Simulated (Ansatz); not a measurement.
# BiTe (Fm-3m) in Ansatz: notebook

Runs on BiTe. Level: HSE06 form with a typed share of exact exchange. Tasks: single point.

All numbers are computed with Ansatz 0.2.0; they aren't measurements. Logs are shortened: lines on timing, memory, paths and dates and some standing lists are left out, and cuts for length are marked.

### Step 1. Starting point

The structure is cubic, space group Fm-3m (No. 225). Conventional cell: a = 6.470 Å, b = 6.470 Å, c = 6.470 Å, α = 90.00°, β = 90.00°, γ = 90.00°. Bi (site symmetry m-3m) has 6 Te at 3.23 Å as nearest neighbours. Te (site symmetry m-3m) is surrounded by 6 Bi at 3.23 Å.

### Step 2. Single point, HSE06 form with a typed share of exact exchange

File input.yaml:

```yaml
crystal:
  lattice:
    - [0.0, 3.235, 3.235]
    - [3.235, 0.0, 3.235]
    - [3.235, 3.235, 0.0]
  atoms:
    - { symbol: Bi, position: [0.0, 0.0, 0.0] }
    - { symbol: Te, position: [0.5, 0.5, 0.5] }
hamiltonian:
  xc: { exchange: pbe, correlation: pbe, exx: { coeff: 0.25, omega: 0.2 } }
  pseudopotentials: { kind: paw }
kpoints:
  mp_grid: { grid: [4, 4, 4] }
scf:
  occupations: { method: fermi_dirac, width: 0.05 }
output:
  forces: true
  stress: true
  eigenvalues: true
```

Potentials or basis: Ansatz PAW.

Run with:

```
> ansatz run input.yaml --threads 2 --pin off --max-ram 5632MiB --backend cpu --events-out ev --progress --plain --runs-dir out
```

Output:

```text
Warning: output.stress: scf.convergence.dr2_threshold = 1e-7 eV (the SCF's general default) is looser than the 2e-10 eV advised for a printed stress (1e-10 eV for each atom of the cell: 2). What an SCF threshold leaves in a stress goes as its square root, and in the free energy as the threshold itself, and one threshold admits the most on a small cell: of the crystals measured, under no hybrid functional and no lock of the moments, on runs that ended without the residual-converged pass, on stresses that held no estimate of that error, the worst erred by over 100 MPa in a component at 1e-7 eV an atom and by under 5 at 1e-10. Set scf.convergence.dr2_threshold to 2e-10 eV or tighter. The threshold is an SCF's pass mark: one that does not reach it within its budget of iterations ends unconverged, or closes short of it on a stop that the run arms, and scf.convergence.dr2_threshold's page says what that costs each kind of run
Warning: output.stress: scf.exx.energy_threshold = 1e-6 eV is looser than the 2e-8 eV advised for a stress under a hybrid functional (1e-8 eV for each atom of the cell: 2). Every SCF of the exchange loop can meet its threshold on dr2 while the loop round them stops early: no threshold on dr2 bounds what that leaves in the stress. Set scf.exx.energy_threshold to 2e-8 eV or tighter. The threshold is the loop's pass mark: a loop that does not reach it within its budget of cycles ends unconverged, and scf.exx.energy_threshold's page has the law
Warning: RAYON_NUM_THREADS=2 ignored (pool sized by the plan → 2); use --threads N
Engine: ansatz 0.2.0, x86_64-unknown-linux-gnu
Pseudopotentials: kind: paw
Pseudopotential: Bi, paw, valence charge 15, recommended cutoff 420 eV (normal), Bi.paw.azcp
Pseudopotential: Te, paw, valence charge 16, recommended cutoff 420 eV (normal), Te.paw.azcp
Functional definition: unnamed
  parameter a_1 = 0.25
  parameter omega_1 = 0.2/angstrom
  exchange = pbe_x + (-a_1)*pbe_x_sr(omega_1) + a_1*exact_x_sr(omega_1)
  correlation = pbe_c
Crystal: 2 atoms, lattice volume = 67.710 Å³
Basis set: ecut = 420 eV, 1363 PW (Γ), exchange–correlation on 64×64×64 points (8 copies of the dense FFT grid, shifted against one another)
Bands: 20, of which v1, the nominal top of the filled ones, is band 16 counted from 1 (15 counted from 0)
Symmetry: 48 space group operations
Space group: Fm-3m (ITA 225), of the structure as read, at distance tolerance 4.1e-5 Å
k-points: 8 of 64
Non-local potential: Bi, projectors of the file, l = 0: 2, l = 1: 2, l = 2: 2, l = 3: 2
Non-local potential: Te, projectors of the file, l = 0: 2, l = 1: 2, l = 2: 2, l = 3: 2
PAW form: soft (Blöchl's): semilocal exchange-correlation on the pseudo side does not see the compensation charge
PAW frozen core: Bi, regenerated for the run's functional, and the local potential with it (the file was generated under x = pbe(κ = 0.804, μ = 0.2195149727645171), c = pbe(β = 0.06672455060314922))
PAW frozen core: Te, regenerated for the run's functional, and the local potential with it (the file was generated under x = pbe(κ = 0.804, μ = 0.2195149727645171), c = pbe(β = 0.06672455060314922))
PAW one-centre angular grid: Bi, 590 points (default); XC on 64 Gauss nodes
PAW one-centre angular grid: Te, 590 points (default); XC on 64 Gauss nodes
Initial density: superposition of atomic densities (neutral atoms: chi_scale 0, normalization atom), corrected by the library's trained network
Initial wavefunctions: pseudopotential atomic-orbital guess
Functional: x = pbe(κ = 0.804, μ = 0.2195149727645171), c = pbe(β = 0.06672455060314922), warm-up for x = pbe(κ = 0.804, μ = 0.2195149727645171) + 0.25 (exact − pbe) at short range (hse, ω = 0.2 Å⁻¹), c = pbe(β = 0.06672455060314922)
SCF iter   1: F=—  HF=-19376.687160 eV  |F-HF|=—  |Δ(HF+E_count)|=         —  Δρ=1.44e-3  dr2=2.50e-3  ethr=1.77e-3  ⟨swp⟩=11.8  Hψ=703  notcnv=0
preconditioner: auto → Kerker (q_TF=auto, 2.395 Å⁻¹)  [metal: Δε(μ)=0.086 eV  Ē_g=9.533 eV  σ=0.050 eV  W_gap=0.39  n_scr=14 (ndim 8)  ℏωp=15.0 eV  f_vac=0.012  D(μ)=3.11/eV (n_scr^D=26)]
SCF iter   2: F=—  HF=-19376.687980 eV  |F-HF|=—  |Δ(HF+E_count)|=   8.20e-4  Δρ=9.11e-4  dr2=1.01e-3  ethr=8.07e-6  ⟨swp⟩=4.6  Hψ=477  notcnv=0  defer=6
iter 3 solved again at ethr=2.30e-7 eV; its pass at ethr=3.24e-6 eV (dr2=7.13e-5 eV) is discarded
SCF iter   3: F=—  HF=-19376.687947 eV  |F-HF|=—  |Δ(HF+E_count)|=   3.35e-5  Δρ=2.28e-4  dr2=7.15e-5  ethr=2.30e-7  ⟨swp⟩=3.2  Hψ=623  notcnv=0  defer=2
SCF iter   4: F=—  HF=-19376.687960 eV  |F-HF|=—  |Δ(HF+E_count)|=   1.37e-5  Δρ=7.29e-5  dr2=7.10e-6  ethr=2.30e-7  ⟨swp⟩=3.1  Hψ=310  notcnv=0  defer=2
SCF iter   5: F=—  HF=-19376.687967 eV  |F-HF|=—  |Δ(HF+E_count)|=   7.05e-6  Δρ=2.19e-5  dr2=2.76e-7  ethr=2.29e-8  ⟨swp⟩=3.2  Hψ=337  notcnv=0  defer=1
SCF iter   6: F=—  HF=-19376.687968 eV  |F-HF|=—  |Δ(HF+E_count)|=   1.01e-6  Δρ=6.99e-6  dr2=2.69e-8  ethr=8.90e-10  ⟨swp⟩=3.5  Hψ=415  notcnv=0  defer=1
SCF iter   7: F=—  HF=-19376.687969 eV  |F-HF|=—  |Δ(HF+E_count)|=   1.04e-7  Δρ=1.37e-6  dr2=1.20e-9  ethr=8.68e-11  ⟨swp⟩=3.6  Hψ=339  notcnv=0  defer=1
SCF iter   8: F=-19376.687969 eV  HF=-19376.687969 eV  |F-HF|=6.55e-11  |Δ(HF+E_count)|=   3.38e-9  Δρ=2.72e-7  dr2=3.96e-11  ethr=3.88e-12  ⟨swp⟩=3.8  Hψ=384  notcnv=0  defer=1
SCF 1 converged in 8 iterations: F = -19376.687969 eV  dr2 = 3.96e-11
Initial density: handed on by an earlier stage of this run
Initial wavefunctions: those handed on with the density
Functional: x = pbe(κ = 0.804, μ = 0.2195149727645171) + 0.25 (exact − pbe) at short range (hse, ω = 0.2 Å⁻¹), c = pbe(β = 0.06672455060314922)
Exchange kernel: α = 0.2500, screened, ω = 0.2000 Å⁻¹, Wigner–Seitz truncation, v(0) = 1120.5807 eV·Å³, q-mesh 4×4×4, nearest image of the exchange supercell L = 18.30 Å, pair-density grid 18×18×18, without the augmentation charges, whose exchange is taken in its separable form by FFT convolution over the k-point mesh (sized by the pseudopotential files, 25×25×25 at the most), smooth part of the exact exchange by density-matrix convolution
Frozen-core exchange: fock
iter 1 solved again at ethr=1.56e-5 eV; its pass at ethr=1.00e-1 eV (dr2=4.84e-3 eV) is discarded
SCF iter   1: F=—  HF=-19384.735214 eV  |F-HF|=—  |Δ(HF+E_count)|=         —  Δρ=3.92e-3  dr2=5.76e-3  ethr=1.56e-5  ⟨swp⟩=5.2  Hψ=940  notcnv=0
preconditioner: auto → none  [insulator: Δε(μ)=0.170 eV  Ē_g=10.608 eV  σ=0.050 eV  W_gap=0.66  n_scr=14 (ndim 8)  ℏωp=15.0 eV  f_vac=0.013  D(μ)=2.06/eV (n_scr^D=14)]
SCF iter   2: F=—  HF=-19384.733770 eV  |F-HF|=—  |Δ(HF+E_count)|=   1.44e-3  Δρ=1.58e-3  dr2=1.37e-3  ethr=1.56e-5  ⟨swp⟩=2.2  Hψ=288  notcnv=0
SCF iter   3: F=—  HF=-19384.738251 eV  |F-HF|=—  |Δ(HF+E_count)|=   4.48e-3  Δρ=6.44e-4  dr2=1.91e-4  ethr=2.75e-6  ⟨swp⟩=4.1  Hψ=393  notcnv=0  defer=1
SCF iter   4: F=—  HF=-19384.738219 eV  |F-HF|=—  |Δ(HF+E_count)|=   3.18e-5  Δρ=7.26e-5  dr2=1.52e-5  ethr=5.40e-7  ⟨swp⟩=2.8  Hψ=304  notcnv=0
SCF iter   5: F=-19384.738291 eV  HF=-19384.738292 eV  |F-HF|=9.65e-7  |Δ(HF+E_count)|=   7.33e-5  Δρ=7.87e-5  dr2=3.60e-6  ethr=1.87e-8  ⟨swp⟩=4.4  Hψ=494  notcnv=0  defer=1
SCF 2 stopped early in 5 iterations: F = -19384.738291 eV  dr2 = 3.60e-6
hybrid outer 1: dexx = +5.217e-3 eV, tail = 6.12e-5 eV
Exchange kernel: α = 0.2500, screened, ω = 0.2000 Å⁻¹, Wigner–Seitz truncation, v(0) = 1120.5807 eV·Å³, q-mesh 4×4×4, nearest image of the exchange supercell L = 18.30 Å, pair-density grid 18×18×18, without the augmentation charges, whose exchange is taken in its separable form by FFT convolution over the k-point mesh (sized by the pseudopotential files, 25×25×25 at the most), smooth part of the exact exchange by density-matrix convolution
Frozen-core exchange: fock
SCF iter   1: F=—  HF=-19384.738225 eV  |F-HF|=—  |Δ(HF+E_count)|=         —  Δρ=3.63e-5  dr2=2.02e-6  ethr=9.86e-7  ⟨swp⟩=4.4  Hψ=346  notcnv=0
preconditioner: auto → none  [insulator: Δε(μ)=0.205 eV  Ē_g=10.613 eV  σ=0.050 eV  W_gap=0.72  n_scr=14 (ndim 8)  ℏωp=15.0 eV  f_vac=0.012  D(μ)=1.71/eV (n_scr^D=14)]
SCF iter   2: F=—  HF=-19384.738225 eV  |F-HF|=—  |Δ(HF+E_count)|=   2.43e-7  Δρ=1.20e-5  dr2=1.24e-7  ethr=6.37e-9  ⟨swp⟩=4.0  Hψ=415  notcnv=0
SCF iter   3: F=—  HF=-19384.738225 eV  |F-HF|=—  |Δ(HF+E_count)|=   2.82e-7  Δρ=5.80e-6  dr2=2.63e-8  ethr=2.44e-10  ⟨swp⟩=4.4  Hψ=451  notcnv=0  defer=3
SCF iter   4: F=-19384.738225 eV  HF=-19384.738225 eV  |F-HF|=1.42e-10  |Δ(HF+E_count)|=   1.48e-9  Δρ=2.24e-6  dr2=3.00e-9  ethr=6.76e-11  ⟨swp⟩=2.8  Hψ=314  notcnv=0  defer=1
SCF 3 converged in 4 iterations: F = -19384.738225 eV  dr2 = 3.00e-9
  Residual-converged pass: ⟨swp⟩=3.9  Hψ=399  notcnv=0  max |occ|·‖R‖ = 2.4e-6 eV (tolerance 2.4e-6 eV)  dr2=3.08e-9  dr2_onsite=1.39e-10  max |Δocc| = 6.8e-12
hybrid outer 2: dexx = +3.223e-7 eV, tail = 1.08e-8 eV, Δε = 2.82e-3 eV (about 9.24e-5 eV left of the loop's levels)
hybrid SCF converged: 2 outer / 9 inner (+8 warm-up), last move |dexx| = 3.22e-7 eV, tail = 1.08e-8 eV
Stability not checked: this state was not tested for a lower state beside it, because the functional holds exact exchange (a hybrid, or Hartree-Fock), whose exchange loop this test does not read (fock_operator; see scf.lower_state_search)
Free energy (F): -19384.738225 eV
Frozen-core exchange: fock
Harris-Foulkes:  -19384.738225 eV  (|F-HF|=1.42e-10)
Internal energy: -19384.723967 eV  (E = F + TS)
E sigma→0 (E₀):  -19384.731096 eV
Entropy (-TS):   -0.014258 eV (-7.129 meV/atom)
Fermi energy:    9.739466 eV
--- Per-component energies (eV) ---
  E_band       = -424.265593
  E_kinetic    = 479.810477
  E_local      = -2758.972918  (includes V_loc(G=0)·N_el)
  E_nonlocal   = 250.089722
  E_hartree    = 1290.066363
  E_xc         = -221.048757
  E_vxc        = -198.309890  (∫ρ·V_xc dr)
  E_exx        = -80.243854  (= α·E_x^exact, valence–valence)
  E_paw        = -15308.240638  (= ΣΔE_a)
  E_vpaw       = -616.526866  (= ΣTr[D̂ρ^β])
  E_aug_tail   = -0.000616  (compensation charges beyond the density's cutoff)
  E_ewald      = -3036.155726
  E_core_change = -0.028015  (= ΣΔE_core)
  E_smearing   = -0.014258  (= −TS)
  E_closure    = -0.000006  (closes the sum)
  Σ components = -19384.738225   (vs F -19384.738225, Δ=-3.64e-12)
--- Forces (eV/Å), atoms counted from 1 ---
  atom   1  Bi    -0.00000000     0.00000000    -0.00000000
  atom   2  Te     0.00000000     0.00000000     0.00000000
  max |Σ_I F_I| component: 3.42e-30 eV/Å
--- Stress (GPa, compression-positive) ---
       -1.304911      -0.000000      -0.000000
       -0.000000      -1.304911       0.000000
        0.000000       0.000000      -1.304911
  P = ⅓ Tr σ = -1.3049 GPa (-13.049 kbar)
--- Band table (eV; the first three rows and the last of 8) ---
  k-point 0: bands = ["-30.3220", "-30.3220", "-30.3170", "-30.3170", "-30.3170", "-15.6178", "-15.6178", "-15.6065", "-15.6065", "-15.6065", "-5.3125", "0.9596", "6.7090", "6.7090", "6.7090", "12.2679", "12.2679", "12.2679", "14.8084", "14.8084"]
  k-point 1: bands = ["-30.3218", "-30.3218", "-30.3168", "-30.3167", "-30.3167", "-15.6205", "-15.6205", "-15.6056", "-15.6035", "-15.6035", "-4.6947", "-0.4876", "6.9375", "6.9375", "7.3097", "10.3987", "10.5088", "10.5088", "14.9928", "15.9652"]
  k-point 2: bands = ["-30.3217", "-30.3217", "-30.3167", "-30.3165", "-30.3165", "-15.6236", "-15.6236", "-15.6045", "-15.6001", "-15.6001", "-3.1838", "-2.6464", "7.4329", "7.4329", "7.9284", "8.9669", "9.0380", "9.0380", "17.6274", "18.1581"]
  k-point 7: bands = ["-30.3220", "-30.3216", "-30.3166", "-30.3166", "-30.3160", "-15.6294", "-15.6185", "-15.6031", "-15.6031", "-15.5958", "-2.7700", "-2.1855", "4.0154", "4.0154", "7.8586", "9.4835", "14.1678", "14.1678", "15.3700", "15.3700"]
```

Wall time 22 s (2 threads of Intel Xeon Platinum 8259CL at 2.50GHz (Skylake/Cascade Lake), shared host); peak memory 0.93 GiB.

Results:

| Quantity | Value |
| --- | --- |
| Free energy | -19384.7382 eV |
| Pressure | -1.3 GPa |
| Band gap on the k mesh | none (metal or under the smearing width) |

Caveat: the k mesh is coarse (spacing up to 0.42 Å⁻¹), so the values aren't converged, least of all with exact exchange; spin-orbit coupling is left out, which moves the levels of the heavy elements; the PAW data sets come from PBE, with cores solved anew for the run's functional, which leaves a small shift of forces and pressure; the thresholds are loose for stress.

### Step 3. Single point, HSE06 form with a typed share of exact exchange

Changes to input.yaml since step 2:

```diff
@@ -9,3 +9,3 @@
 hamiltonian:
-  xc: { exchange: pbe, correlation: pbe, exx: { coeff: 0.25, omega: 0.2 } }
+  xc: { exchange: pbe, correlation: pbe, exx: { coeff: 0.25, omega: 0.3 } }
   pseudopotentials: { kind: paw }
@@ -19 +19,5 @@
   eigenvalues: true
+  write_density: true
+  write_potential: true
+  elf: true
+  volumetric_format: npy
```

Potentials or basis: Ansatz PAW.

Run with:

```
> ansatz run input.yaml --threads 2 --pin off --max-ram 5632MiB --backend cpu --events-out ev --progress --plain --runs-dir out
```

Run time: 21 s. Hardware: 2 threads of Intel Xeon Platinum 8259CL at 2.50GHz (Skylake/Cascade Lake), shared host; peak memory 0.92 GiB.

Results (log left out):

```yaml
Free_energy: -19384.7480 eV
Pressure: -1.0 GPa
Band_gap_on_the_k_mesh: none (metal or under the smearing width)
```

Levels at points of the mesh, in eV from the Fermi level:
| k point | band 11 | band 12 | band 13 | band 14 | band 15 | band 16 | band 17 | band 18 | band 19 | band 20 |
| --- | --- | --- | --- | --- | --- | --- | --- | --- | --- | --- |
| (0.00, 0.00, 0.00) | -14.83 | -8.64 | -2.90 | -2.90 | -2.90 | 2.42 | 2.42 | 2.42 | 4.98 | 4.98 |
| (0.00, 0.00, -0.50) | -12.71 | -12.17 | -2.21 | -2.21 | -1.73 | -0.77 | -0.67 | -0.67 | 7.77 | 8.30 |
| (0.00, -0.50, -0.50) | -12.84 | -10.73 | -6.28 | -4.50 | -4.50 | 2.42 | 3.97 | 3.97 | 5.45 | 9.27 |

Caveat: the k mesh is coarse (spacing up to 0.42 Å⁻¹), so the values aren't converged, least of all with exact exchange; spin-orbit coupling is left out, which moves the levels of the heavy elements; the PAW data sets come from PBE, with cores solved anew for the run's functional, which leaves a small shift of forces and pressure; the thresholds are loose for stress.
